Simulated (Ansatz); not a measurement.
**ReW3: a listed cell, distorted in several ways**

How do energy, forces, pressure and gap of ReW3 change under further strains and shifts, swapped elements, distortions that keep the symmetry? Each case is one self-consistent run.

Method: DFT PBEsol, scalar-relativistic, plane waves, PAW, in Ansatz 0.2.0.

### Step 1. The structure to begin with

It takes space group Cmmm (No. 65, orthorhombic). Conventional cell: a = 3.158 Å, b = 4.491 Å, c = 8.980 Å, α = 90.00°, β = 90.00°, γ = 90.00°. Re (site symmetry mmm) has 4 W at 2.74 Å and 4 Re at 2.74 Å as nearest neighbours. Around W (site symmetry mm2) lie 2 Re at 2.74 Å and 6 W at 2.74 to 2.75 Å. Around W (site symmetry mmm) lie 8 W at 2.74 to 2.75 Å.

Coordinates:

```
CELL_PARAMETERS angstrom
1.57877 -2.24537 0.00000
1.57877 2.24537 0.00000
0.00000 0.00000 8.97968
ATOMIC_POSITIONS crystal
Re 0.00000 0.00000 0.00000
W 0.50000 0.50000 0.75072
W 0.00000 0.00000 0.50000
W 0.50000 0.50000 0.24928
```

The structure comes from the Materials Project (structure only).

### Step 2. A change within a subgroup

The change: strain xx, yy, zz, yz, xz, xy = -2.0, +0.4, -3.3, +0.0, +1.7, +0.0 %; atoms moved by 0.03 Å root mean square, at most 0.04 Å.

Contents of input.yaml:

```yaml
crystal:
  lattice:
    - [1.5479366219, -2.2533196133, 0.0269811793]
    - [1.5479366219, 2.2533196133, 0.0269811793]
    - [0.1534627825, 0.0, 8.6798513846]
  atoms:
    - { symbol: Re, position: [0.0, 0.0, 0.0] }
    - { symbol: W, position: [0.5009732873, 0.5009732873, 0.7554322995] }
    - { symbol: W, position: [0.0, 0.0, 0.5] }
    - { symbol: W, position: [0.4990267127, 0.4990267127, 0.2445677005] }
basis:
  ecutwfc: 420
kpoints:
  mp_grid: { grid: [16, 16, 6] }
hamiltonian:
  xc: pbesol
scf:
  occupations: { method: gaussian, width: 0.1 }
output:
  forces: true
  stress: true
  eigenvalues: true
```

Command:

```sh
$ ansatz run input.yaml --threads 1 --pin off --max-ram 1331MiB --backend cpu --events-out ev --progress --plain --runs-dir out
```

### Step 3. A distortion that keeps the symmetry

Contents of input.yaml:

```yaml
crystal:
  lattice:
    - [1.5239393179, -2.1148700375, 0.0]
    - [1.5239393179, 2.1148700375, 0.0]
    - [0.0, 0.0, 8.7865300187]
  atoms:
    - { symbol: Re, position: [0.0, 0.0, 0.0] }
    - { symbol: W, position: [0.5, 0.5, 0.760169422] }
    - { symbol: W, position: [0.0, 0.0, 0.5] }
    - { symbol: W, position: [0.5, 0.5, 0.239830578] }
basis:
  ecutwfc: 420
kpoints:
  mp_grid: { grid: [16, 16, 6] }
hamiltonian:
  xc: pbesol
scf:
  occupations: { method: gaussian, width: 0.1 }
output:
  forces: true
  stress: true
  eigenvalues: true
  populations: true
```

### Step 4. One element swapped, cell strained: Re → Au, first probe

Contents of input.yaml:

```yaml
crystal:
  lattice:
    - [1.6813390932, -2.131188421, 0.0]
    - [1.6813390932, 2.131188421, 0.0]
    - [0.0, 0.0, 9.0766105723]
  atoms:
    - { symbol: Au, position: [0.0, 0.0, 0.0] }
    - { symbol: W, position: [0.5, 0.5, 0.7664690366] }
    - { symbol: W, position: [0.0, 0.0, 0.5] }
    - { symbol: W, position: [0.5, 0.5, 0.2335309634] }
basis:
  ecutwfc: 420
kpoints:
  mp_grid: { grid: [6, 6, 2] }
hamiltonian:
  xc: pbesol
scf:
  occupations: { method: gaussian, width: 0.1 }
output:
  forces: true
  stress: true
  eigenvalues: true
```

### Step 5. Substitution of an element, cell strained: Re → Au

input.yaml: that of step 4 with these lines changed.

```diff
@@ -13,3 +13,3 @@
 kpoints:
-  mp_grid: { grid: [6, 6, 2] }
+  mp_grid: { grid: [16, 16, 6] }
 hamiltonian:
@@ -22 +22,2 @@
   eigenvalues: true
+  populations: true
```

### Step 6. A change within the space group

Contents of input.yaml:

```yaml
crystal:
  lattice:
    - [1.5509520726, -2.2357832658, 0.0]
    - [1.5509520726, 2.2357832658, 0.0]
    - [0.0, 0.0, 8.7919178285]
  atoms:
    - { symbol: Re, position: [0.0, 0.0, 0.0] }
    - { symbol: W, position: [0.5, 0.5, 0.7113474085] }
    - { symbol: W, position: [0.0, 0.0, 0.5] }
    - { symbol: W, position: [0.5, 0.5, 0.2886525915] }
basis:
  ecutwfc: 420
kpoints:
  mp_grid: { grid: [16, 16, 6] }
hamiltonian:
  xc: pbesol
scf:
  occupations: { method: gaussian, width: 0.1 }
output:
  forces: true
  stress: true
  eigenvalues: true
```

**Question.** What will these runs give? Wanted: for each run, case; energy; pressure; largest force.

**Answer**, as computed:

| step | case | energy (meV/atom) | pressure (GPa) | largest force (eV/Å) | gap on the mesh (eV) |
| --- | --- | --- | --- | --- | --- |
| 2 | a change within a subgroup | +0.0 | 7.6 | 0.67 | 0.00 |
| 3 | a distortion that keeps the symmetry | +135.5 | 36.1 | 1.69 | 0.00 |
| 5 | substitution of an element, cell strained: Re → Au | n/a | -4.1 | 2.81 | 0.00 |
| 6 | a change within the space group | +641.5 | 23.5 | 7.82 | 0.00 |

Energies are counted from step 2, with the smearing taken to zero. Other atoms or functionals have another zero of energy (n/a). A gap of 0.00 means none on the mesh at this level.

In words: Among the distorted cells of the listed formula and level the largest force, 7.82 eV/Å, comes in step 6, shared by 2 atoms. The distorted cells of the listed formula and level show no gap on the mesh. The runs treat Au, Re, W without spin-orbit coupling.
